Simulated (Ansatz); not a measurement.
# Ag (Fm-3m): search for the barrier of an atomic hop in a rigid host from a Python script

Wanted for Ag (Fm-3m): a search for the barrier of an atomic hop in a rigid host.

Program: Ansatz 0.2.0 through its Python package. Level of theory: DFT PBE, plane waves, PAW. These are calculated values, not measurements.

## (1) Starting point

The structure is cubic, space group Fm-3m (No. 225). The conventional cell has a = 4.085 Å, b = 4.085 Å, c = 4.085 Å, α = 90.00°, β = 90.00°, γ = 90.00°. Ag (site symmetry m-3m) has 12 Ag at 2.89 Å as nearest neighbours.

The script holds or builds the structure itself.

## (2) The script

The input, run_neb.py:

```python
"""Barrier of a hop (vacancy) in a small cell of Ag."""

import ansatz as az
from ase import Atoms
import numpy as np


def main() -> None:
    atoms = Atoms(
        ["Ag"],
        scaled_positions=[
            [0.0, 0.0, 0.0],
        ],
        cell=[
            [0.0, 2.04275, 2.04275],
            [2.04275, 0.0, 2.04275],
            [2.04275, 2.04275, 0.0],
        ],
        pbc=True,
    )
    xtal = az.Crystal.from_ase(atoms)
    start = xtal.supercell(2, 2, 2).vacancy("Ag", at=[0.0, 0.0, 0.0]).resolved()
    empty = np.array([0.0, 0.0, 0.0])
    # the nearest atom of the same element hops into the empty site
    cell = np.array(start.lattice.vectors)
    apart = np.array([site.position for site in start.sites]) - empty
    apart -= np.round(apart)
    distance = [np.linalg.norm(d @ cell) if site.symbol == "Ag" else np.inf for d, site in zip(apart, start.sites)]
    hopper = int(np.argmin(distance))
    end = start.move(hopper, to=np.array(start.sites[hopper].position) - apart[hopper])
    print(f"atom {hopper} (Ag) hops {distance[hopper]:.3f} A")
    # all other atoms are held, so the barrier is an upper estimate
    held = [i for i in range(len(start.sites)) if i != hopper]
    start, end = start.fix(held), end.fix(held)

    base = start.calculation()
    base = base.functional("PBE")
    base = base.scf(tolerance=1e-07).kpoints(3, 3, 3)
    base = base.pseudopotentials("paw").occupations("fermi_dirac", width=0.1)
    base = base.neb(to=end, images=3, force_tolerance=0.1, max_iterations=40, relax_end_points=True)
    steps = []


    def follow(event):
        if event["event"] != "neb_iteration":
            return
        row = event["data"]
        steps.append(row)
        print(f"round {row['iteration']:2d}  largest force on the band {row['band_force_max_ev_ang']:.3f} eV/A")


    out = base.session().plan(threads=1).execute(on_event=follow)
    rep = out.report
    band = out.neb_path()
    energy = np.array([image.lagrangian_ev for image in band.images])

    print("energies along the path (meV):", np.round(1000 * (energy - energy[0]), 1))
    print("path coordinate (A):", [round(image.path_coordinate_ang, 3) for image in band.images])
    print(f"barrier forwards {energy.max() - energy[0]:.3f} eV, backwards {energy.max() - energy[-1]:.3f} eV")
    moving = np.array([image.positions_ang for image in band.images])
    atom = int(np.argmax(np.linalg.norm(moving[-1] - moving[0], axis=1)))
    for xyz in moving[:, atom]:
        print("  mover at", np.round(xyz, 3) + 0.0)


if __name__ == "__main__":
    main()
```

## (3) Running it

Command:

```
$ python run_neb.py
```

Without the output at hand: what should come out? Wanted: free energy; barrier forwards; barrier backwards; end to end.

**Answer**, as computed:

| quantity | value |
| --- | --- |
| free energy | -53131.5357 eV (-7590.2194 eV/atom) |
| barrier forwards | 1.181 eV |
| barrier backwards | 1.181 eV |
| end to end | 0.000 eV |
| band iterations | 2 |

The highest image, number 2, lies 1.181 eV above the start, about 46 times kT at 300 K. A cell this small lets the moving atom feel its images. Notes:
- The mesh is modest for a metal, so energies can be off by several to tens of meV an atom and pressures by half a GPa or more; differences at equal mesh fare better.
- Gaps and levels are Kohn-Sham values on a finite set of k-points, without spin-orbit coupling.
- The host is held rigid, so the barrier is usually too high; the two ends needn't be equivalent, and zero-point energy is left out.
